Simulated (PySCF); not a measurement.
# C5H10BrFO: the cost of one run

Computed with PySCF 2.14.0 and routines of our own; the level stands in each step. Atoms count from 0.

## Step 1: The starting structure

18 atoms, charge 0, multiplicity 1; geometry from: GFN2-xTB.

## Step 2: Optimising the geometry at PBE0-D3(BJ)/def2-SVP

Job settings and geometry (Å):

```
{"job": {"xc": "PBE0", "basis": "def2-SVP", "d3": "d3bj", "grid": 1, "kind": "geom"}, "charge": 0, "multiplicity": 1}
C     -1.443685    -1.156337    -0.429150
C     -0.409630    -0.218924     0.202902
C     -0.938154     1.222396     0.164326
O     -0.123528    -0.606219     1.534713
C      0.929102    -0.303981    -0.548309
Br     1.633143    -2.121606    -0.436419
C      2.013885     0.605731     0.011983
F      1.836813     1.894269    -0.425111
H     -1.113834    -2.190844    -0.365508
H     -2.393685    -1.067249     0.095372
H     -1.603189    -0.900310    -1.473618
H     -0.998235     1.583304    -0.858673
H     -1.931880     1.258175     0.606778
H     -0.288488     1.884794     0.729190
H     -0.949138    -0.688347     2.022358
H      0.782924    -0.099273    -1.610714
H      3.003891     0.296172    -0.337330
H      1.984931     0.614568     1.105553
```

Started as:

```sh
$ OMP_NUM_THREADS=1 python excited_run.py task.json out
```

One launch serves the whole session: the jobs run in the order shown.

**Question.** How long does this first job take on 1 thread of Arm Neoverse V1, shared host, and how much memory does it need?

About 99 s, with a peak of 0.8 GiB.
